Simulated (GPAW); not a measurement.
# Ge3Pd (Pm-3m) in GPAW: settings compared

The runs below take Ge3Pd through band structure, equation of state, with PBEsol, LDA.

Everything below comes from runs of GPAW 26.7.0. Logs are shortened: lines on timing, memory, paths and dates and some standing lists are left out, and cuts for length are marked. The log counts tension as positive stress, the text compression.

## Step 1: Starting point

The structure is cubic, space group Pm-3m (No. 221). The conventional cell has a = 4.142 Å, b = 4.142 Å, c = 4.142 Å, α = 90.00°, β = 90.00°, γ = 90.00°. Around Pd (site symmetry m-3m) lie 12 Ge at 2.93 Å. Around Ge (site symmetry 4/mmm) lie 4 Pd at 2.93 Å and 8 Ge at 2.93 Å.

The cell comes from a database or a generator and needn't be the stable form of this composition.

## Step 2: Band structure, PBEsol

Contents of run.py:

```python
from ase import Atoms
from ase.dft.bandgap import bandgap
from ase.io import write
from ase.units import GPa
from gpaw import GPAW, PW, setup_paths

setup_paths.insert(0, '.')

atoms = Atoms(['Pd', 'Ge', 'Ge', 'Ge'],
              cell=[[4.142023, 0.0, 0.0],
                    [0.0, 4.142023, 0.0],
                    [0.0, 0.0, 4.142023]],
              scaled_positions=[[0.0, 0.0, 0.0],
                                [0.5, 0.5, 0.0],
                                [0.5, 0.0, 0.5],
                                [0.0, 0.5, 0.5]],
              pbc=True)

calc = GPAW(mode=PW(600),
            xc='PBEsol',
            kpts={'size': (7, 7, 7), 'gamma': True},
            occupations={'name': 'fermi-dirac', 'width': 0.05},
            nbands=27,
            convergence={'density': 1e-05, 'energy': 1e-05},
            maxiter=150,
            txt='gpaw.txt')
atoms.calc = calc
energy = atoms.get_potential_energy()
forces = atoms.get_forces()
stress = atoms.get_stress()
calc.write('gs.gpw')
write('result.traj', atoms)
print(f'Energy: {energy:.6f} eV')
print('Forces (eV/A):')
print(forces.round(4))
print('Stress (GPa):', (stress / GPa).round(3))
print('Fermi level:', round(calc.get_fermi_level(), 4), 'eV')
print(f'Gap: {bandgap(calc)[0]:.4f} eV, direct: {bandgap(calc, direct=True)[0]:.4f} eV')

path = atoms.cell.bandpath('GXMGRX,MR', npoints=100, eps=1e-4)
bs_calc = calc.fixed_density(kpts=path, symmetry='off', nbands=43,
                             convergence={'bands': 'CBM+6.0', 'eigenstates': 1e-6}, txt='bands.txt')
bs = bs_calc.band_structure()
bs.write('bs.json')
print(f'Gap on the path: {bandgap(bs_calc)[0]:.4f} eV')
```

Potentials or basis: PAW data sets generated in the run's folder for this functional, pw.

On the command line:

```console
$ gpaw-setup -f PBEsol Ge Pd
$ OMP_NUM_THREADS=1 python run.py
```

gpaw.txt:

```text
__  _  _
 | _ |_)|_||  |
 |__||  | ||/\| - 26.7.0

Input parameters:
  mode=PW(ecut=600.0),
  convergence={'density': 1e-05, 'energy': 1e-05},
  kpts=MonkhorstPack(size=(7, 7, 7), gamma=True),
  maxiter=150,
  nbands=27,
  occupations=Occupations(name='fermi-dirac', width=0.05),
  xc=XC(name='PBEsol')

Diagonalizing LCAO Hamiltonian
Converting LCAO to pw mode
    .---------.
   /|         |
  / |         |
 *  |         |
 |Ge|         |
 |  .---------.
 | /  Ge     /
 |/    Ge   /
 Pd--------*

Atoms  # Å, Bohr magnetons
|   | symbol |        x |        y |        z |    initial magnetic moments |
|---|--------|----------|----------|----------|-----------------------------|
| 0 |     Pd | 0.000000 | 0.000000 | 0.000000 | ( 0.0000,  0.0000,  0.0000) |
| 1 |     Ge | 2.071012 | 2.071012 | 0.000000 | ( 0.0000,  0.0000,  0.0000) |
| 2 |     Ge | 2.071012 | 0.000000 | 2.071012 | ( 0.0000,  0.0000,  0.0000) |
| 3 |     Ge | 0.000000 | 2.071012 | 2.071012 | ( 0.0000,  0.0000,  0.0000) |

Unit cell  # Å
| periodic |        x |        y |        z |  lengths |    angles |
|----------|----------|----------|----------|----------|-----------|
|      yes | 4.142023 | 0.000000 | 0.000000 | 4.142023 | 90.000000 |
|      yes | 0.000000 | 4.142023 | 0.000000 | 4.142023 | 90.000000 |
|      yes | 0.000000 | 0.000000 | 4.142023 | 4.142023 | 90.000000 |

Number of symmetries: 48
Symmetry operations  # r_c * U_cc + t_c -> r_c
|    | kind |            matrix            |
|----|------|------------------------------|
|  0 |  E   |  1, 0, 0,  0, 1, 0,  0, 0, 1 |
|  1 |  σ   |  1, 0, 0,  0, 1, 0,  0, 0,-1 |
|  2 |  σ   |  1, 0, 0,  0, 0, 1,  0, 1, 0 |
|  3 |  C4  |  1, 0, 0,  0, 0, 1,  0,-1, 0 |
|  4 |  C4  |  1, 0, 0,  0, 0,-1,  0, 1, 0 |
|  5 |  σ   |  1, 0, 0,  0, 0,-1,  0,-1, 0 |
|  6 |  σ   |  1, 0, 0,  0,-1, 0,  0, 0, 1 |
|  7 |  C2  |  1, 0, 0,  0,-1, 0,  0, 0,-1 |
|  8 |  σ   |  0, 1, 0,  1, 0, 0,  0, 0, 1 |
|  9 |  C2  |  0, 1, 0,  1, 0, 0,  0, 0,-1 |
| 10 |  C3  |  0, 1, 0,  0, 0, 1,  1, 0, 0 |
| 11 |  S6  |  0, 1, 0,  0, 0, 1, -1, 0, 0 |
| 12 |  S6  |  0, 1, 0,  0, 0,-1,  1, 0, 0 |
| 13 |  C3  |  0, 1, 0,  0, 0,-1, -1, 0, 0 |
| 14 |  C4  |  0, 1, 0, -1, 0, 0,  0, 0, 1 |
| 15 |  S4  |  0, 1, 0, -1, 0, 0,  0, 0,-1 |
| 16 |  C3  |  0, 0, 1,  1, 0, 0,  0, 1, 0 |
| 17 |  S6  |  0, 0, 1,  1, 0, 0,  0,-1, 0 |
| 18 |  σ   |  0, 0, 1,  0, 1, 0,  1, 0, 0 |
| 19 |  C4  |  0, 0, 1,  0, 1, 0, -1, 0, 0 |
| 20 |  C2  |  0, 0, 1,  0,-1, 0,  1, 0, 0 |
| 21 |  S4  |  0, 0, 1,  0,-1, 0, -1, 0, 0 |
| 22 |  S6  |  0, 0, 1, -1, 0, 0,  0, 1, 0 |
| 23 |  C3  |  0, 0, 1, -1, 0, 0,  0,-1, 0 |
| 24 |  S6  |  0, 0,-1,  1, 0, 0,  0, 1, 0 |
| 25 |  C3  |  0, 0,-1,  1, 0, 0,  0,-1, 0 |
| 26 |  C4  |  0, 0,-1,  0, 1, 0,  1, 0, 0 |
| 27 |  σ   |  0, 0,-1,  0, 1, 0, -1, 0, 0 |
| 28 |  S4  |  0, 0,-1,  0,-1, 0,  1, 0, 0 |
| 29 |  C2  |  0, 0,-1,  0,-1, 0, -1, 0, 0 |
| 30 |  C3  |  0, 0,-1, -1, 0, 0,  0, 1, 0 |
| 31 |  S6  |  0, 0,-1, -1, 0, 0,  0,-1, 0 |
| 32 |  C4  |  0,-1, 0,  1, 0, 0,  0, 0, 1 |
| 33 |  S4  |  0,-1, 0,  1, 0, 0,  0, 0,-1 |
| 34 |  S6  |  0,-1, 0,  0, 0, 1,  1, 0, 0 |
| 35 |  C3  |  0,-1, 0,  0, 0, 1, -1, 0, 0 |
| 36 |  C3  |  0,-1, 0,  0, 0,-1,  1, 0, 0 |
| 37 |  S6  |  0,-1, 0,  0, 0,-1, -1, 0, 0 |
| 38 |  σ   |  0,-1, 0, -1, 0, 0,  0, 0, 1 |
| 39 |  C2  |  0,-1, 0, -1, 0, 0,  0, 0,-1 |
| 40 |  σ   | -1, 0, 0,  0, 1, 0,  0, 0, 1 |
| 41 |  C2  | -1, 0, 0,  0, 1, 0,  0, 0,-1 |
| 42 |  C2  | -1, 0, 0,  0, 0, 1,  0, 1, 0 |
| 43 |  S4  | -1, 0, 0,  0, 0, 1,  0,-1, 0 |
| 44 |  S4  | -1, 0, 0,  0, 0,-1,  0, 1, 0 |
| 45 |  C2  | -1, 0, 0,  0, 0,-1,  0,-1, 0 |
| 46 |  C2  | -1, 0, 0,  0,-1, 0,  0, 0, 1 |
| 47 |  i   | -1, 0, 0,  0,-1, 0,  0, 0,-1 |

BZ-sampling:
  Number of BZ points: 343
  Number of IBZ points: 20

  Monkhorst-Pack size: [7, 7, 7]
  Monkhorst-Pack shift: [0, 0, 0]

K-points  # in reciprocal-cell coordinates
|     |                                coordinates |     weight |
|-----|--------------------------------------------|------------|
|   0 | (  0.00000000,   0.00000000,   0.00000000) | 0.00291545 |
|   1 | (  0.14285714,   0.00000000,   0.00000000) | 0.01749271 |
|   2 | (  0.14285714,   0.14285714,   0.00000000) | 0.03498542 |
|   3 | (  0.14285714,   0.14285714,   0.14285714) | 0.02332362 |
|   4 | (  0.28571429,   0.00000000,   0.00000000) | 0.01749271 |
|   5 | (  0.28571429,   0.14285714,   0.00000000) | 0.06997085 |
|   6 | (  0.28571429,   0.14285714,   0.14285714) | 0.06997085 |
|   7 | (  0.28571429,   0.28571429,   0.00000000) | 0.03498542 |
|   8 | (  0.28571429,   0.28571429,   0.14285714) | 0.06997085 |
|   9 | (  0.28571429,   0.28571429,   0.28571429) | 0.02332362 |
| ... |                                            |            |
|  19 | (  0.42857143,   0.42857143,   0.42857143) | 0.02332362 |

Plane wave coefficients: 2392
Cutoff: 600.0 eV

Spin-components: 1 (collinear spins)
Bands:           27
Projectors:      21
Spin-degeneracy: 2
Datatype:        complex128

Parallelization:
  kpt:    1
  domain: 1
  band:   1

Density:
  Valence electrons: 28.0
  Components: 1
  Grid points: [24 24 24]
  Charge: 0.0  # |e|

Potential:
  Grid points: [24 24 24]

species:
  Pd:
    name:    Palladium
    Z:       46.0
    valence: 16
    core:    30
    charge:  0.0  # [|e|]
    compensation charges:
      type: gauss
      rc: 0.38  # [Å]
      lmax: 2
    cutoffs:
      filter: 2.38  # [Å]
      core: 2.28  # [Å]
    projectors
    | kind |    occ | energy [eV] | rcut [Å] |
    |------|--------|-------------|----------|
    |   5s |  0.000 |      -3.290 |    1.228 |
    |   4p |  6.000 |     -51.151 |    1.360 |
    |   5p |  0.000 |      -0.235 |    1.360 |
    |   4d | 10.000 |      -4.049 |    1.228 |
    |    s |        |      23.922 |    1.228 |
    |    d |        |      23.162 |    1.228 |

    Using partial waves for Pd as LCAO basis

  Ge:
    name:    Germanium
    Z:       32.0
    valence: 4
    core:    28
    charge:  0.0  # [|e|]
    compensation charges:
      type: gauss
      rc: 0.32  # [Å]
      lmax: 2
    cutoffs:
      filter: 1.77  # [Å]
      core: 3.42  # [Å]
    projectors
    | kind |    occ | energy [eV] | rcut [Å] |
    |------|--------|-------------|----------|
    |   4s |  2.000 |     -11.738 |    1.005 |
    |   4p |  2.000 |      -3.898 |    1.005 |
    |    s |        |      15.473 |    1.005 |
    |    p |        |      23.314 |    1.005 |
    |    d |        |       0.000 |    1.005 |

    Using partial waves for Ge as LCAO basis

Reference energy: -308327.880000  # eV

eigensolver:
  PPCG
  Converge bands: occupied
  niter=2

density mixing:
  MSR1-Mixer
  Pratt-step length: 0.05
  Maximum mixing coefficient: 0.75
  Old densities: 10
  SVD Regularization: 0.005
  Good broyden scale: 1.0
  Trust region scale: 1.0
  Backstep threshold: 4.0
  History deletion threshold: 6.0
  Fourier metric: weight=20.0, sigma=0.015

occupation numbers:
  Fermi-Dirac:
    width: 0.0500  # eV

poisson solver:
  ecut: 4800.0  # eV

xc functional:
  name: PBEsol with 2 nearest neighbor stencil

convergence criteria:
- Maximum integral of absolute [dens]ity change: 1e-05 electrons / valence electron
- Maximum [total energy] change in last 3 cyles: 1e-05 eV / valence electron
- Maximum integral of absolute [eigenst]ate change: 4e-08 eV^2 / valence electron
maximum number of iterations: 150

SCF iterations
|iter     | |      energy | eigst |  dens |
|---------|-|-------------|-------|-------|
|iter:   1| |  -22.463809 | +0.38 |       |
|iter:   2| |  -20.363393 | -1.40 | -0.80 |
|iter:   3| |  -19.347411 | -1.24 | -1.03 |
|iter:   4| |  -19.259397 | -2.28 | -1.38 |
|iter:   5| |  -19.221007 | -2.28 | -1.58 |
|iter:   6| |  -19.213041 | -3.60 | -2.17 |
|iter:   7| |  -19.211280 | -3.81 | -2.51 |
|iter:   8| |  -19.211276 | -5.70 | -3.24 |
|iter:   9| |  -19.211284c| -6.02 | -3.61 |
|iter:  10| |  -19.211284c| -7.48c| -4.51 |
|iter:  11| |  -19.211284c| -7.69c| -5.08c|

Converged in 11 steps
Energy contributions relative to reference atoms: (reference = -308327.880000)

Energy contributions:
  Kinetic:          14.623684
  Coulomb:         -17.526949
  Zero:             -0.208502
  External:          0.000000
  Xc:              -16.090804
  Entropy:          -0.017426
  Spinorbit:         0.000000
  ----------------------------
  Free energy:     -19.219997
  Extrapolated:    -19.211284

dipole moment: (-25.787649, -25.787649, -25.787649)  # |e|*Ang

Fermi level: 8.279
Eigenvalues  # (at kpt = [0.000, 0.000, 0.000])
| band index |      eig [eV] | occ [0-2] |
|------------|---------------|-----------|
|          0 |       -41.689 |     2.000 |
|        ... |               |           |
|          6 |         4.797 |     2.000 |
|          7 |         4.797 |     2.000 |
|          8 |         4.797 |     2.000 |
|          9 |         5.631 |     2.000 |
|         10 |         5.631 |     2.000 |
|         11 |         5.631 |     2.000 |
[... 8 lines left out ...]
|         20 |        13.900 |     0.000 |
|         21 |        17.196 |     0.000 |
|        ... |               |           |
|         26 |        18.956 |     0.000 |

No gap
No difference between direct/indirect transitions

Forces  # eV/Ang
|        x |        y |       z |
|----------|----------|---------|
| -0.00000 | -0.00000 | 0.00000 |  # Pd   0
|  0.00000 |  0.00000 | 0.00000 |  # Ge   1
|  0.00000 |  0.00000 | 0.00000 |  # Ge   2
|  0.00000 |  0.00000 | 0.00000 |  # Ge   3

Stress tensor  # eV/Ang^3
|         x |         y |        z |
|-----------|-----------|----------|
|  0.029951 | -0.000000 | 0.000000 |
| -0.000000 |  0.029951 | 0.000000 |
|  0.000000 |  0.000000 | 0.029951 |

# Writing to gs.gpw (mode='')
```

Run time: 95 s. Hardware: 1 thread of Intel Xeon Platinum 8488C (Sapphire Rapids), shared host; peak memory 0.43 GiB.

What came out:

| Property | Result |
| --- | --- |
| Free energy | -19.2200 eV |
| Pressure | -4.8 GPa |
| Band gap along the path | none (metal or under the smearing width) |

Levels at the corners of the path, in eV from the Fermi level:
```
point  band 11  band 12  band 13  band 14  band 15  band 16  band 17  band 18
    Γ    -2.65    -2.65    -1.55    -1.55     0.81     2.99     2.99     2.99
    X    -2.38    -0.32    -0.32    -0.02    -0.02     0.35     0.81     2.70
    M    -2.09    -2.06    -0.14     0.08     0.96     0.96     2.45     2.45
    Γ    -2.65    -2.65    -1.55    -1.55     0.81     2.99     2.99     2.99
    R    -2.28    -2.28    -1.56    -1.56    -1.56    -0.36     7.46     7.46
    X    -2.38    -0.32    -0.32    -0.02    -0.02     0.35     0.81     2.70
    M    -2.09    -2.06    -0.14     0.08     0.96     0.96     2.45     2.45
    R    -2.28    -2.28    -1.56    -1.56    -1.56    -0.36     7.46     7.46
```

## Step 3: Band structure, LDA

Edit run.py of step 2 so:

```diff
@@ -4,5 +4,3 @@
 from ase.units import GPa
-from gpaw import GPAW, PW, setup_paths
-
-setup_paths.insert(0, '.')
+from gpaw import GPAW, PW
 
@@ -19,3 +17,3 @@
 calc = GPAW(mode=PW(600),
-            xc='PBEsol',
+            xc='LDA',
             kpts={'size': (7, 7, 7), 'gamma': True},
```

Potentials or basis: the program's PAW data sets (release 1.2.1) made for this functional, pw.

On the command line:

```console
$ OMP_NUM_THREADS=1 python run.py
```

Run time: 86 s. Hardware: 1 thread of Intel Xeon Platinum 8488C (Sapphire Rapids), shared host; peak memory 0.43 GiB.

It converged, with:

* Free energy: -20.4508 eV
* Pressure: -7.1 GPa
* Band gap along the path: none (metal or under the smearing width)

Levels at the corners of the path, in eV from the Fermi level:
```
point  band 10  band 11  band 12  band 13  band 14  band 15  band 16  band 17  band 18  band 19
    Γ    -2.63    -2.63    -2.63    -1.58    -1.58     0.85     2.98     2.98     2.98     5.59
    X    -2.59    -2.36    -0.28    -0.28     0.01     0.01     0.27     0.87     2.74     5.84
    M    -2.35    -2.07    -2.04    -0.18     0.12     0.95     0.95     2.47     2.47     5.16
    Γ    -2.63    -2.63    -2.63    -1.58    -1.58     0.85     2.98     2.98     2.98     5.59
    R    -4.30    -2.26    -2.26    -1.57    -1.57    -1.57    -0.35     7.38     7.38     7.47
    X    -2.59    -2.36    -0.28    -0.28     0.01     0.01     0.27     0.87     2.74     5.84
    M    -2.35    -2.07    -2.04    -0.18     0.12     0.95     0.95     2.47     2.47     5.16
    R    -4.30    -2.26    -2.26    -1.57    -1.57    -1.57    -0.35     7.38     7.38     7.47
```

## Step 4: Equation of state, LDA

Contents of run.py:

```python
from ase import Atoms
from ase.eos import EquationOfState
from ase.io import Trajectory
from ase.units import GPa
from gpaw import GPAW, PW

atoms = Atoms(['Pd', 'Ge', 'Ge', 'Ge'],
              cell=[[4.142023, 0.0, 0.0],
                    [0.0, 4.142023, 0.0],
                    [0.0, 0.0, 4.142023]],
              scaled_positions=[[0.0, 0.0, 0.0],
                                [0.5, 0.5, 0.0],
                                [0.5, 0.0, 0.5],
                                [0.0, 0.5, 0.5]],
              pbc=True)

traj = Trajectory('eos.traj', 'w')
volumes, energies = [], []
for x in [0.94, 0.96, 0.98, 1.0, 1.02, 1.04, 1.06]:
    a = atoms.copy()
    a.set_cell(atoms.cell * x**(1 / 3), scale_atoms=True)
    calc = GPAW(mode=PW(600),
                xc='LDA',
                kpts={'size': (7, 7, 7), 'gamma': True},
                occupations={'name': 'fermi-dirac', 'width': 0.05},
                nbands=27,
                convergence={'density': 1e-05, 'energy': 1e-05},
                maxiter=150,
                txt=f'eos-{x:.2f}.txt')
    a.calc = calc
    energies.append(a.get_potential_energy(force_consistent=True))
    volumes.append(a.get_volume())
    p = -a.get_stress()[:3].mean() / GPa
    calc.write(f'eos-{x:.2f}.gpw')
    traj.write(a)
    print(f'{x:.2f} {volumes[-1]:10.4f} A^3 {energies[-1]:14.6f} eV {p:9.3f} GPa', flush=True)

v0, e0, B = EquationOfState(volumes, energies, eos='birchmurnaghan').fit()
print(f'V0 = {v0:.4f} A^3, E0 = {e0:.6f} eV, B0 = {B / GPa:.2f} GPa')
```

On the command line:

```console
$ OMP_NUM_THREADS=1 python run.py
```

Run time: 2.2 min. Hardware: 1 thread of Intel Xeon Platinum 8488C (Sapphire Rapids), shared host; peak memory 0.25 GiB.

It converged, with:

| Quantity | Value |
| --- | --- |
| Equilibrium volume | 16.44 Å³/atom (rough: see the caveat) |
| Bulk modulus | 110 GPa (rough) |

Energy against volume, from the lowest point:
```
volume (Å³/atom)  energy (meV/atom)
          16.700               0.00
          17.055               5.97
          17.410              16.16
          17.766              30.05
          18.121              47.20
          18.476              67.20
          18.831              89.70
```

Caveat: the minimum lies outside the volumes run.

## Step 5: Summary

| task | level | potentials or basis | band path | band points | pressure (GPa) |
| --- | --- | --- | --- | --- | --- |
| band structure | PBEsol | PAW data sets generated in the run's folder for this functional, pw | GXMGRX,MR | 100 | -4.8 |
| band structure | LDA | the program's PAW data sets (release 1.2.1) made for this functional, pw | GXMGRX,MR | 100 | -7.1 |
| equation of state | LDA | the program's PAW data sets (release 1.2.1) made for this functional, pw | - | - | - |

Alike in all rows: no spin polarisation; cell as given; k mesh 7 × 7 × 7; cutoff (eV) 600; smearing fermi-dirac 0.05 eV.

Caveats: the minimum lies outside the volumes run (some runs).

Total energies depend on the potentials used, so only differences within one code and one set of settings carry meaning.
